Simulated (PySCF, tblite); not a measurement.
# C₄H₁₁BrSeSi: geometry, infrared bands and NMR shifts

What infrared bands and NMR shifts should C₄H₁₁BrSeSi (`CC(C)C[Se][SiH2]Br`) show?

Programs: tblite 0.8.0 and PySCF 2.14.0, with density-fitted response routines of our own. Each step states its level of theory. These are calculated values for one molecule in the gas phase, unless marked as measured. Atoms are numbered from 0 throughout.

### Step 1. The starting structure

18 atoms, charge 0, multiplicity 1; geometry from: force field or distance geometry start.

Bonds of the start (Å): C0–C1 1.52, C1–C2 1.48, C1–C3 1.50, C3–Se4 1.95, Se4–Si5 2.27, Si5–Br6 2.27, C0–H7 1.11, C0–H8 1.09, C0–H9 1.13, C1–H10 1.13, C2–H11 1.11, C2–H12 1.10, C2–H13 1.14, C3–H14 1.11, C3–H15 1.14, Si5–H16 1.46, Si5–H17 1.49.

### Step 2. Geometry optimisation with GFN2-xTB

What the job is given:

```
{"job": {"kind": "relax", "xc": "GFN2-xTB", "basis": "xTB"}, "charge": 0, "multiplicity": 1}
C     -0.823500     1.042200    -0.816200
C     -1.131900    -0.077500     0.163000
C     -2.318400    -0.807100    -0.339600
C      0.114700    -0.895100     0.300100
Se     1.505500     0.288000     0.980300
Si     3.096500     0.642700    -0.592600
Br     4.190000    -1.321000    -0.935100
H     -1.094100     2.035700    -0.404800
H      0.208200     0.953400    -1.145400
H     -1.475000     0.904900    -1.728000
H     -1.347400     0.328200     1.193800
H     -2.782100    -1.512500     0.378900
H     -2.085000    -1.274300    -1.310300
H     -3.089100    -0.006400    -0.580700
H      0.430200    -1.243300    -0.702400
H     -0.016900    -1.782500     1.001400
H      2.496100     1.097800    -1.849000
H      4.113500     1.633200    -0.154500
```

The run is started by

```bash
$ OMP_NUM_THREADS=1 python probes_run.py task.json out
```

One launch serves the whole session: the jobs run in the order shown.

**Question.** This job is followed by: GFN2-xTB harmonic vibrations, gas phase; GIAO PBE0/pcSseg-1 NMR shielding, non-relativistic, gas phase. What will the session give for the following? strongest single infrared mode (GFN2-xTB); zero-point energy (GFN2-xTB); 13C shifts against TMS (PBE0/pcSseg-1, means over atoms taken as alike); 1H shifts against TMS (PBE0/pcSseg-1, means over atoms taken as alike); 77Se shifts against Me2Se (PBE0/pcSseg-1); 29Si shifts against TMS (PBE0/pcSseg-1); 79Br shifts against HBr (PBE0/pcSseg-1).

As calculated:

| quantity | value |
| --- | --- |
| strongest single infrared mode (GFN2-xTB) | 692 cm⁻¹, 673 km/mol |
| zero-point energy (GFN2-xTB) | 87.3 kcal/mol |
| 13C shifts against TMS (PBE0/pcSseg-1, means over atoms taken as alike) | 44.3, 37.3, 24.1 ppm |
| 1H shifts against TMS (PBE0/pcSseg-1, means over atoms taken as alike) | 6.11, 2.81, 1.69, 1.11 ppm |
| 77Se shifts against Me2Se (PBE0/pcSseg-1) | -188 ppm |
| 29Si shifts against TMS (PBE0/pcSseg-1) | 3.1 ppm |
| 79Br shifts against HBr (PBE0/pcSseg-1) | -99 ppm |

**Reading.** The optimisation took 179 steps and gained 0.783 eV; among the close pairs (by a distance rule), Si5–Br6 changed most, from 2.274 to 2.221 Å. No mode is imaginary among the 48: a minimum at this level. The strongest single mode, at 692 cm⁻¹, moves mainly H16 and H17. Unscaled tight-binding wavenumbers are off by several per cent, some by more. Its intensities can rank the bands wrongly. At PBE0/pcSseg-1: Shielding is most anisotropic at Se4 (span 640 ppm, paramagnetic term -1055 ppm). Spin-orbit coupling is left out, which matters for shieldings and couplings at and beside the heavy atoms.
